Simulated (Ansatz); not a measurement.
**CHClGa (doublet): from Hartree-Fock to the top rungs, cc-pVDZ**

One table from this session's results is given with a row withheld; the runs are named, their logs left out.

Computed with Ansatz 0.2.0, Gaussian basis. Level: cc-pVDZ, core rule «outside noble gas», up to 20 orbitals frozen.

To be run: UHF; CCSD(T) on ROHF; CCSD(T) on UHF; BCCD(T) on ROHF; CISD; CCSDT(Q) on ROHF; CCSDT(Q) on UHF; CASSCF and MRCISD+Q, 9 electrons in 9 orbitals; CASSCF and NEVPT2, 9 electrons in 9 orbitals.

31 further runs of the same task are left out: 3 for a known fault of the program, 15 that didn't finish, 13 set aside as unsound or not needed.

### What is computed

The geometry is a PBE0/def2-TZVP stationary point (not a proven minimum) of the parent state, kept for this charge and spin. No spin-orbit coupling is included. The filled d shell of Ga may be among the frozen orbitals whatever the setting's name suggests; the logs give the count.

4 atoms, charge 0, spin multiplicity 2.

Atoms are counted from 1 here; the program's logs count them from 0.

Bond lengths: C1–Ga2 1.935 Å, Ga2–Cl3 2.137 Å, Ga2–H4 1.551 Å. Angles: C1–Ga2–Cl3 115.5°, C1–Ga2–H4 123.6°, Cl3–Ga2–H4 120.9°.

Set-up of the first run:

Input file in.yaml:

```yaml
crystal:
  periodic: [false, false, false]
  atoms:
    - {symbol: C, position_ang: [0.000000, -1.191151, 1.729045]}
    - {symbol: Ga, position_ang: [0.000000, 0.296335, 0.491689]}
    - {symbol: Cl, position_ang: [0.000000, -0.229904, -1.579353]}
    - {symbol: H, position_ang: [0.000000, 1.781823, 0.936251]}
basis:
  gaussian: {orbitals: cc-pVDZ}
magnetization: {spin_polarized: true, initial_magnetization: 1}
hamiltonian: {xc: hf}
output: {orbitals: {seedname: orbitals}}
```

On the command line:

```bash
$ ansatz run in.yaml --threads 1 --pin off --events-out ev --progress --plain --max-ram 2393MiB
```

Among the steps run: UHF; CCSD(T) on ROHF; CCSD(T) on UHF; BCCD(T) on ROHF; CISD; CCSDT(Q) on ROHF; CCSDT(Q) on UHF; CASSCF and MRCISD+Q, 9 electrons in 9 orbitals; CASSCF and NEVPT2, 9 electrons in 9 orbitals.

One table of the session follows, with a row left open; its other results are not shown here.

| method | from RCCSDT(Q) (kcal/mol) |
| --- | --- |
| ROHF | +199.88 |
| UHF | +187.71 |
| RMP2 | ? |
| UMP2 | +31.73 |
| RCCSD | +5.97 |
| UCCSD | +3.07 |
| RCCSD(T) | +1.29 |
| UCCSD(T) | -2.97 |
| BCCD(T) | +1.27 |
| RCCSDT | +0.38 |
| UCCSDT | +0.50 |
| RCCSDT(Q) | 0 |
| UCCSDT(Q) | +0.01 |

**Question.** Estimate the row for RMP2.

The run gave: from RCCSDT(Q) (kcal/mol): +34.13. In the column «from RCCSDT(Q) (kcal/mol)» it lies between UMP2 (+31.73) and UHF (+187.71).

Not comparable, so not listed: CISD (they don't share determinant, frozen orbitals or solution with the rows shown, or repeat one).

Caveats from the session: The determinant is far from a pure spin state, so its energy mixes those of several spin states (harmless only where they are near-degenerate, as at dissociation). Left out of the table: CASSCF frontier, NEVPT2 frontier, MRCISD frontier, MRCISD+Q frontier (the active space lost an orbital or holds another state than full CI finds). The program flags UCCSD(T) as in doubt, so those rows may rest on another solution; read them beside their warnings. Restricted and unrestricted rows rest on different reference determinants; where their highest levels disagree by more than a few hundredths of an eV, they describe different states and don't form one ladder. Warnings in the runs' records: passed over end.
